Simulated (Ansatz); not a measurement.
Molecular dynamics of BaSrInSbO6

Input:

```yaml
crystal:
  lattice:
    - [8.592126, 4.296063, 4.296063]
    - [4.296063, 8.592126, 4.296063]
    - [4.296063, 4.296063, 8.592126]
  atoms:
    - { symbol: Ba, position: [0.125, 0.125, 0.125] }
    - { symbol: Sr, position: [0.375, 0.375, 0.375] }
    - { symbol: In, position: [0.0, 0.0, 0.0] }
    - { symbol: Sb, position: [0.25, 0.25, 0.25] }
    - { symbol: O, position: [0.8891632, 0.3702789, 0.3702789] }
    - { symbol: O, position: [0.6108368, 0.1297211, 0.1297211] }
    - { symbol: O, position: [0.129721, 0.1297211, 0.6108368] }
    - { symbol: O, position: [0.3702789, 0.370279, 0.8891632] }
    - { symbol: O, position: [0.3702789, 0.8891632, 0.3702789] }
    - { symbol: O, position: [0.1297211, 0.6108368, 0.1297211] }
    - { symbol: Ba, position: [0.625, 0.625, 0.625] }
    - { symbol: Sr, position: [0.875, 0.875, 0.875] }
    - { symbol: In, position: [0.5, 0.5, 0.5] }
    - { symbol: Sb, position: [0.75, 0.75, 0.75] }
    - { symbol: O, position: [0.3891632, 0.8702789, 0.870279] }
    - { symbol: O, position: [0.1108368, 0.629721, 0.6297211] }
    - { symbol: O, position: [0.6297211, 0.629721, 0.1108369] }
    - { symbol: O, position: [0.870279, 0.8702789, 0.3891632] }
    - { symbol: O, position: [0.870279, 0.3891632, 0.870279] }
    - { symbol: O, position: [0.629721, 0.1108368, 0.6297211] }
basis:
  ecutwfc: 420.0
kpoints:
  mp_grid: { grid: [3, 3, 3] }
hamiltonian:
  xc: lda
scf:
  occupations: { method: fermi_dirac, width: 0.3 }
  lower_state_search: "off"
md:
  timestep: 0.75
  n_steps: 200
  ensemble: nvt_langevin
  temperature: 3500.0
  initial_velocities: maxwell_boltzmann
  seed: 43873
  friction: 0.02
```

Run as:

```bash
$ ansatz run input.yaml --threads 4 --pin off --max-ram 10240MiB --backend cpu --events-out ev --progress --plain --runs-dir out
```

It starts from an unrelaxed structure (largest force component 0.29 eV/Å).

Output, in part (step lines):

```
md step     0: t =     0.00 fs  T =  3325.0 K  F+E_penalty+E_count = -48708.24196448 eV  E_kin = 8.595790 eV  (8 SCF iters)
md step     1: t =     0.75 fs  T =  3298.2 K  F+E_penalty+E_count = -48708.24687642 eV  E_kin = 8.526419 eV  (6 SCF iters)
md step     2: t =     1.50 fs  T =  3374.8 K  F+E_penalty+E_count = -48708.22329430 eV  E_kin = 8.724635 eV  (6 SCF iters)
md step     3: t =     2.25 fs  T =  3455.3 K  F+E_penalty+E_count = -48708.16675455 eV  E_kin = 8.932715 eV  (6 SCF iters)
md step     4: t =     3.00 fs  T =  3365.3 K  F+E_penalty+E_count = -48708.07682282 eV  E_kin = 8.700002 eV  (6 SCF iters)
md step     5: t =     3.75 fs  T =  3300.5 K  F+E_penalty+E_count = -48707.95784597 eV  E_kin = 8.532473 eV  (5 SCF iters)
md step     6: t =     4.50 fs  T =  3563.8 K  F+E_penalty+E_count = -48707.80595672 eV  E_kin = 9.213162 eV  (5 SCF iters)
md step     7: t =     5.25 fs  T =  3565.7 K  F+E_penalty+E_count = -48707.61587212 eV  E_kin = 9.217982 eV  (5 SCF iters)
[... lines left out ...]
md step   199: t =   149.25 fs  T =  3528.6 K  F+E_penalty+E_count = -48701.54819179 eV  E_kin = 9.122251 eV  (6 SCF iters)
md step   200: t =   150.00 fs  T =  3783.5 K  F+E_penalty+E_count = -48701.56260983 eV  E_kin = 9.781010 eV  (7 SCF iters)
```

The steps, from the saved trajectory:

| time (fs) | T (K) | potential energy less start (eV) |
| --- | --- | --- |
| 0 | 3325 | 0.000 |
| 4.5 | 3564 | 0.436 |
| 9 | 3256 | 2.124 |
| 13.5 | 2550 | 3.585 |
| 18 | 2653 | 3.938 |
| 22.5 | 2473 | 4.006 |
| 27 | 3167 | 4.371 |
| 31.5 | 2889 | 4.810 |
| 36 | 2817 | 4.950 |
| 40.5 | 2478 | 4.927 |
| 45 | 2779 | 4.724 |
| 49.5 | 2845 | 4.327 |
| 54 | 3221 | 3.929 |
| 58.5 | 2640 | 3.736 |
| 63 | 2498 | 4.026 |
| 67.5 | 2300 | 4.566 |
| 72 | 2358 | 5.234 |
| 76.5 | 1879 | 5.918 |
| 81 | 2107 | 6.183 |
| 85.5 | 2461 | 6.517 |
| 90 | 2750 | 6.657 |
| 94.5 | 3566 | 6.601 |
| 99 | 3416 | 7.005 |
| 103.5 | 3302 | 7.628 |
| 108 | 3180 | 7.948 |
| 112.5 | 3158 | 7.656 |
| 117 | 3801 | 7.246 |
| 121.5 | 3802 | 7.188 |
| 126 | 4132 | 7.703 |
| 130.5 | 4150 | 7.851 |
| 135 | 3894 | 7.698 |
| 139.5 | 3257 | 7.490 |
| 144 | 3325 | 7.134 |
| 148.5 | 3509 | 6.733 |

All steps were run. A run of 0.15 ps of so small a system gives no equilibrium averages. Limits of this set-up: coarse k mesh.

Mean squared displacements from the first frame to the last, about the centre of mass: Ba 0.06 Å², Sr 0.35 Å², In 0.49 Å², Sb 0.21 Å², O 0.63 Å².

Last frame:

```xyz
20
Lattice="8.5921 4.2961 4.2961 4.2961 8.5921 4.2961 4.2961 4.2961 8.5921" Properties=species:S:1:pos:R:3
Ba 1.773 2.144 2.271
Sr 6.404 6.571 6.119
In 0.514 0.498 -0.555
Sb 4.030 3.872 4.180
O 10.740 7.684 8.439
O 5.988 4.180 4.180
O 4.363 3.469 6.769
O 8.605 8.611 10.739
O 8.834 10.710 8.775
O 3.980 5.812 4.520
Ba 10.771 10.879 10.729
Sr 15.402 15.152 15.640
In 8.329 8.523 8.505
Sb 12.626 13.228 13.120
O 10.727 12.248 12.775
O 5.909 9.031 9.687
O 7.291 8.754 6.578
O 13.039 12.606 11.380
O 12.221 10.331 13.288
O 7.849 6.455 8.736
```

The run took 21 min on 4 threads of Intel(R) Xeon(R) Platinum 8488C (Sapphire Rapids), on a shared host, peak memory 1.8 GiB.
